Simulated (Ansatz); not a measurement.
# Ti2Al6HF: the cost of one run

Method: DFT PBE, scalar-relativistic, plane waves, PAW, in Ansatz 0.2.0.

12 further runs of the same task are left out: 12 set aside as unsound or not needed.

### Step 1. The starting structure

Symmetry: I4/mmm, No. 139, tetragonal system. Conventional cell: a = 3.822 Å, b = 3.822 Å, c = 8.561 Å, α = 90.00°, β = 90.00°, γ = 90.00°. Ti (site symmetry 4/mmm) has 12 Al at 2.70 to 2.87 Å as nearest neighbours. Al (site symmetry 4/mmm) is surrounded by 4 Ti at 2.70 Å and 8 Al at 2.87 Å. Around Al (site symmetry -4m2) lie 8 Al at 2.70 to 2.87 Å and 4 Ti at 2.87 Å.

Coordinates:

```cif
data_structure
_symmetry_space_group_name_H-M 'P 1'
_symmetry_Int_Tables_number 1
_cell_length_a 5.0625
_cell_length_b 5.0625
_cell_length_c 5.0625
_cell_angle_alpha 135.642
_cell_angle_beta 135.642
_cell_angle_gamma 64.535
_cell_volume 62.54
loop_
_atom_site_label
_atom_site_type_symbol
_atom_site_fract_x
_atom_site_fract_y
_atom_site_fract_z
_atom_site_occupancy
Ti1 Ti 0.00000 0.00000 0.00000 1
Al1 Al 0.50000 0.50000 0.00000 1
Al2 Al 0.75000 0.25000 0.50000 1
Al3 Al 0.25000 0.75000 0.50000 1
```

The structure comes from the Materials Project (structure only).

### Step 6. Plan of the scan

Atoms count from 1 in the order of the input.

HF lies flat over one site of a rigid substrate while its bond length and height are varied.

First coordinate, distance F9-H10: 8 values from 0.830 to 2.830 Å. Second coordinate, height of the HF axis above the plane of Al8: 8 values from 0.80 to 3.60 Å.

Nothing else is relaxed. Points are written as (first, second).

(The set-up runs are not shown.)

### Step 7. The run at (0.830 Å, 2.08 Å)

input.yaml

```yaml
crystal:
  lattice:
    - [5.0969736979, 0.0, 0.0]
    - [2.1961599276, 4.5995676372, 0.0]
    - [0.0, 0.0, 22.1361794262]
  atoms:
    - { symbol: Al, position: [0.5, 0.0, 0.1806996557] }
    - { symbol: Al, position: [0.0, 0.5, 0.1806996557] }
    - { symbol: Ti, position: [0.5, 0.5, 0.2421138078] }
    - { symbol: Al, position: [0.0, 0.0, 0.2421138078] }
    - { symbol: Al, position: [0.0, 0.5, 0.3076271417] }
    - { symbol: Al, position: [0.5, 0.0, 0.3076271417] }
    - { symbol: Ti, position: [0.0, 0.0, 0.3646643711] }
    - { symbol: Al, position: [0.5, 0.5, 0.3675512052] }
    - { symbol: F, position: [-0.0814208636, 0.0, 0.4615150261] }
    - { symbol: H, position: [0.0814208636, 0.0, 0.4615150261] }
basis:
  ecutwfc: 420
kpoints:
  mp_grid: { grid: [6, 6, 1] }
hamiltonian:
  xc: pbe
  pseudopotentials: { kind: paw, azcp: { folder: soft_1 } }
scf:
  occupations: { method: gaussian, width: 0.1 }
output:
  forces: true
  eigenvalues: true
efield:
  axis: 3
  dipole_correction: true
  ramp_width: 0.04
```

Started as:

```sh
$ ansatz run input.yaml --threads 1 --pin off --max-ram 3072MiB --backend cpu --events-out ev --progress --plain --runs-dir out
```

What time and memory should one allow on 1 thread of Arm Neoverse V1, shared host?

About 42 s, with a peak of 0.68 GiB.
